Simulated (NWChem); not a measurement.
# CH2GeN (SMILES N#[C][GeH2]) at UHF/3-21G

Aim: the energy change on altering one bond length of CH2GeN at UHF/3-21G, from 2 runs. 

Program for the calculation: NWChem 7.3.0.

2 further runs of the same task are left out: 2 set aside as unsound or not needed.

## Step 1: Starting point

The species is CH2GeN (5 atoms), meant as a doublet with charge 0. As SMILES, `N#[C][GeH2]`. The shape is that of a PBE0-D4/def2-TZVP optimisation.

Bond lengths: N1–C2 1.154 Å, C2–Ge3 1.912 Å, Ge3–H4 1.534 Å, Ge3–H5 1.534 Å. Angles: N1–C2–Ge3 175.5°, C2–Ge3–H4 108.2°, C2–Ge3–H5 108.2°, H4–Ge3–H5 114.7°.

## Step 2: Energy and gradient at UHF/3-21G

The input, calc.xyz:

```xyz
5
CH2GeN gradient
N      1.590700    -1.029300     1.293200
C      0.838400    -0.535900     0.570400
Ge    -0.315900     0.241400    -0.740100
H     -1.658900    -0.498000    -0.695900
H     -0.404300     1.748400    -0.468900
```

The input, calc.nw:

```
start calc
title "CH2GeN gradient"
memory stack 880 mb heap 220 mb global 1100 mb

geometry units angstrom noautosym nocenter noautoz
 load calc.xyz
end

basis spherical bse
 * library 3-21G
end

scf
 nopen 1
 uhf
 thresh 1e-08
 maxiter 80
 noprint "final vectors analysis"
end

task scf gradient
```

Launch:

```
nwchem calc.nw > calc.out
```

The program printed:

```text
[...]
  functions       =    44
[...]
  wavefunction    = UHF
[...]
         Total SCF energy =  -2158.261835275092
      One electron energy =  -3282.089744297009
      Two electron energy =    986.243027865056
 Nuclear repulsion energy =    137.584881156862
                       Sz =      0.5000
                 Sz(Sz+1) =      0.7500
                      S^2 =      0.8292
[...]
                         UHF ENERGY GRADIENTS
    atom               coordinates                        gradient
                 x          y          z           x          y          z
   1 N       3.005987  -1.945095   2.443794    0.008349  -0.005245   0.005727
   2 C       1.584346  -1.012704   1.077900   -0.009609   0.005849  -0.004767
   3 Ge     -0.596964   0.456180  -1.398586    0.003021  -0.001411  -0.002792
   4 H      -3.134866  -0.941084  -1.315060   -0.001643  -0.000972   0.000779
   5 H      -0.764016   3.303997  -0.886093   -0.000117   0.001779   0.001053
[...]
```

Run time: 15 s. Hardware: 1 thread of Intel Xeon Platinum 8259CL at 2.50GHz (Skylake/Cascade Lake), shared host; peak memory 0.099 GiB.

## Step 3: The distorted shape: the energy at UHF/3-21G

The input, ch2gen.xyz:

```xyz
5
CH2GeN energy
N      2.262210    -0.659595     1.271100
C      1.509910    -0.166195     0.548300
Ge     0.355610     0.611105    -0.762200
H     -1.658900    -0.498000    -0.695900
H      0.267210     2.118105    -0.491000
```

The input, run.py:

```python
from ase.io import read
from ase.calculators.nwchem import NWChem

system = read('ch2gen.xyz')

calc = NWChem(
    label='ch2gen',
    theory='scf',
    memory='2200 mb',
    basis='3-21G',
    basispar='spherical bse',
    scf={'nopen': '1', 'uhf': None, 'thresh': '1e-08', 'maxiter': '80'},
    task='energy',
)
system.calc = calc

e = system.get_potential_energy()
print(f"E = {e:.6f} eV")
```

Launch:

```
export ASE_NWCHEM_COMMAND="nwchem PREFIX.nwi > PREFIX.nwo"
python run.py
```

The program printed:

```text
E = -58727.421051 eV
```

The calculator wrote ch2gen.nwi:

```
title "ch2gen"

permanent_dir ch2gen

scratch_dir ch2gen

start ch2gen

geometry units angstrom nocenter noautosym noautoz
  N  2.2622100000000001e+00 -6.5959500000000004e-01 1.2710999999999999e+00
  C  1.5099100000000001e+00 -1.6619500000000001e-01 5.4830000000000001e-01
  Ge 3.5560999999999998e-01 6.1110500000000001e-01 -7.6219999999999999e-01
  H  -1.6589000000000000e+00 -4.9800000000000000e-01 -6.9589999999999996e-01
  H  2.6721000000000000e-01 2.1181049999999999e+00 -4.9099999999999999e-01
end

memory 2200 mb

basis spherical bse noprint
   * library 3-21G
end

scf
  nopen 1
  uhf
  thresh 1e-08
  maxiter 80
end

task scf energy
```

ch2gen.nwo, cut to the lines that bear on the results:

```text
[...]
      One electron energy =  -3273.753037284484
[... 1 line left out ...]
 Nuclear repulsion energy =    133.537580936842
[... 46 lines left out ...]
          Final beta eigenvalues
[... 209 lines left out ...]
                     UHF Final Beta Molecular Orbital Analysis
[...]
```

It took 17 s on 1 thread of Intel Xeon Platinum 8259CL at 2.50GHz (Skylake/Cascade Lake), shared host; peak memory 0.099 GiB.

## Step 4: Results

At UHF/3-21G:

| quantity | value |
| --- | --- |
| first shape: total energy | -2158.26184 Eh |
| first shape: dipole moment | 3.66 D |
| first shape: ⟨S²⟩ | 0.829 |
| first shape: largest force on an atom | 0.628 eV/Å |
| distorted shape: total energy | -2158.19293 Eh |
| distorted shape: dipole moment | 3.10 D |
| distorted shape: HOMO energy (highest over α and β) | -9.73 eV |
| distorted shape: LUMO energy (lowest over α and β) | -0.29 eV |
| distorted shape: ⟨S²⟩ | 1.013 |
| energy change with the Ge3–H4 bond stretched from 1.534 to 2.301 Å | 1.875 eV |

With the Ge3–H4 bond stretched from 1.534 to 2.301 Å the energy rises by 1.87 eV (181 kJ/mol). The first shape isn't relaxed at this level, so the change isn't measured from a minimum. The largest force (first shape) is 0.63 eV/Å: the shape isn't a stationary point for this species at this level. Mulliken charges (first shape) run from -0.41 on N1 to +0.86 on Ge3; they depend strongly on the basis. ⟨S²⟩ (distorted shape) is 1.01 where a pure doublet has 0.75: the reference is spin-contaminated. Mulliken charges (distorted shape) run from -0.40 on N1 to +0.79 on Ge3.
